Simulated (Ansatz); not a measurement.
Geometry optimisation, DFT PBE-D3(BJ), scalar-relativistic, plane waves, PAW (Ansatz).

The input (input.yaml):

```yaml
crystal:
  lattice:
    - [0.0, 4.241, 4.241]
    - [4.241, 0.0, 4.241]
    - [4.241, 4.241, 0.0]
  atoms:
    - { symbol: Mg, position: [0.0, 0.0, 0.0] }
    - { symbol: O, position: [0.25, 0.25, 0.25] }
    - { symbol: Mg, position: [0.0, 0.0, 0.5] }
    - { symbol: O, position: [0.25, 0.25, 0.75] }
    - { symbol: Mg, position: [0.0, 0.5, 0.0] }
    - { symbol: O, position: [0.25, 0.75, 0.25] }
    - { symbol: Mg, position: [0.0, 0.5, 0.5] }
    - { symbol: O, position: [0.25, 0.75, 0.75] }
    - { symbol: Mg, position: [0.5, 0.0, 0.0] }
    - { symbol: O, position: [0.75, 0.25, 0.25] }
    - { symbol: Mg, position: [0.5, 0.0, 0.5] }
    - { symbol: O, position: [0.75, 0.25, 0.75] }
    - { symbol: Mg, position: [0.5, 0.5, 0.0] }
    - { symbol: O, position: [0.75, 0.75, 0.25] }
    - { symbol: Mg, position: [0.5, 0.5, 0.5] }
    - { symbol: O, position: [0.75, 0.75, 0.75] }
    - { symbol: H, position: [-0.12822087, 0.37698501, 0.89579649], spin: 1.0 }
magnetization:
  spin_polarized: true
basis:
  ecutwfc: 420.0
kpoints:
  mp_grid: { grid: [3, 3, 3] }
hamiltonian:
  xc: pbe
  dispersion: d3bj
  pseudopotentials: { kind: paw, azcp: { folder: soft_1 } }
scf:
  occupations: { method: fermi_dirac, width: 0.05 }
  lower_state_search: "off"
relax:
  f_tol: 0.03
  max_steps: 60
  adjacent_minimum: "off"
```

Launched with:

```bash
$ ansatz run input.yaml --threads 4 --pin off --max-ram 10240MiB --backend cpu --events-out ev --progress --plain --runs-dir out
```

**Question.** Where does it end, and by what steps?

**Answer.** The forces met the threshold. Limits of this set-up: a small cell, in which the defect meets its images, a typed lattice constant that wasn't relaxed here. After 3 steps the energy has fallen by 0.314 eV; H17 moved furthest, 0.11 Å.

```json
{"step": "0", "energy less start (eV)": "0.0000", "largest force component (eV/Å)": "1.074", "accepted": "yes"}
{"step": "1", "energy less start (eV)": "-0.2283", "largest force component (eV/Å)": "0.453", "accepted": "yes"}
{"step": "2", "energy less start (eV)": "-0.3089", "largest force component (eV/Å)": "0.085", "accepted": "yes"}
{"step": "3", "energy less start (eV)": "-0.3141", "largest force component (eV/Å)": "0.009", "accepted": "yes"}
```

```xyz
17
Lattice="0.0000 4.2410 4.2410 4.2410 0.0000 4.2410 4.2410 4.2410 0.0000" Properties=species:S:1:pos:R:3
Mg -0.008 0.018 -0.014
O 2.128 2.122 2.123
Mg 2.128 2.123 -0.002
O 4.198 4.293 2.168
Mg 2.140 0.018 2.134
O 4.244 2.122 4.238
Mg 4.234 2.112 2.133
O 6.369 4.248 4.238
Mg 0.003 2.123 2.122
O 2.174 4.293 4.193
Mg 2.128 4.247 2.122
O 4.199 6.318 4.193
Mg 2.139 2.112 4.227
O 4.244 4.248 6.364
Mg 4.245 4.247 4.239
O 6.415 6.318 6.409
H 5.308 3.186 1.060
```

Whether the end is a true minimum wasn't checked by a vibrational analysis.

Run time: 38 s on 4 threads of Arm Neoverse V1, with other jobs on the host, peak memory 0.68 GiB.
